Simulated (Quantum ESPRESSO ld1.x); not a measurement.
# Ionisation of Rh²⁺: one atom, several choices of relativity

How much does the choice of relativity matter for taking an electron from Rh²⁺? Both Rh²⁺ ([Kr] 4d7) and Rh³⁺ ([Kr] 4d6) are run for each choice.

Method: Kohn-Sham, revPBE, spin-unpolarised, spherical densities. Code: Quantum ESPRESSO ld1.x 7.5.

## Step 1: What is computed

- element: rhodium (Z = 45)
- charge: +2
- electrons: 43
- configuration: [Kr] 4d7
- ion: Rh³⁺, [Kr] 4d6
- choices: Dirac, c × 10; Dirac, c × 5; Dirac, c × 3

The outer shells:

Rh²⁺
```
[Kr] core
4d [↑↓][↑↓][↑ ][↑ ][↑ ]
```

Rh³⁺
```
[Kr] core
4d [↑↓][↑ ][↑ ][↑ ][↑ ]
```

## Step 2: Dirac, c × 10: Rh²⁺

ld1.in

```fortran
 &input
    zed=45.0,
    iswitch=1,
    rel=2,
    dft='REVPBE',
    config='[Kr] 4d7',
    cau_fact=1370.36,
    rel_dist='average',
    verbosity='high',
    lsmall=.true.,
    prefix='ld1',
    max_out_wfc=37,
    file_charge='ld1.rho',
 /
```

## Step 3: Dirac, c × 10: Rh³⁺

ld1.in, as its differences from that of step 2:

```diff
@@ -5,3 +5,3 @@
     dft='REVPBE',
-    config='[Kr] 4d7',
+    config='[Kr] 4d6',
     cau_fact=1370.36,
```

## Step 4: Dirac, c × 5: Rh²⁺

ld1.in, as its differences from that of step 3:

```diff
@@ -5,4 +5,4 @@
     dft='REVPBE',
-    config='[Kr] 4d6',
-    cau_fact=1370.36,
+    config='[Kr] 4d7',
+    cau_fact=685.18,
     rel_dist='average',
```

## Step 5: Dirac, c × 5: Rh³⁺

ld1.in, as its differences from that of step 4:

```diff
@@ -5,3 +5,3 @@
     dft='REVPBE',
-    config='[Kr] 4d7',
+    config='[Kr] 4d6',
     cau_fact=685.18,
```

## Step 6: Dirac, c × 3: Rh²⁺

ld1.in, as its differences from that of step 5:

```diff
@@ -5,4 +5,4 @@
     dft='REVPBE',
-    config='[Kr] 4d6',
-    cau_fact=685.18,
+    config='[Kr] 4d7',
+    cau_fact=411.108,
     rel_dist='average',
```

## Step 7: Dirac, c × 3: Rh³⁺

ld1.in, as its differences from that of step 6:

```diff
@@ -5,3 +5,3 @@
     dft='REVPBE',
-    config='[Kr] 4d7',
+    config='[Kr] 4d6',
     cau_fact=411.108,
```

What does the calculation give? Wanted: for each run, relativity; E(Rh²⁺); Δ-SCF; −ε(HOMO); <r> HOMO.

**Answer**, as computed:

| relativity | E(Rh²⁺) (hartree) | Δ-SCF (eV) | −ε(HOMO) (eV) | <r> HOMO (bohr) | time, both runs |
| --- | --- | --- | --- | --- | --- |
| Dirac, c × 10 | -4687.76 | 32.839 | 25.999 | 1.430 | 1.5 s |
| Dirac, c × 5 | -4690.54 | 32.826 | 25.983 | 1.430 | 1.5 s |
| Dirac, c × 3 | -4697.15 | 32.796 | 25.945 | 1.432 | 1.7 s |

In words: The ionisation energies span 0.04 eV, the total energies of Rh²⁺ 256 eV (scaled speeds of light included): most of the change in the total cancels in the difference. Levels marked c × scale the speed of light and are no model of nature. Spin polarisation and multiplet splitting of open shells are left out at every level.
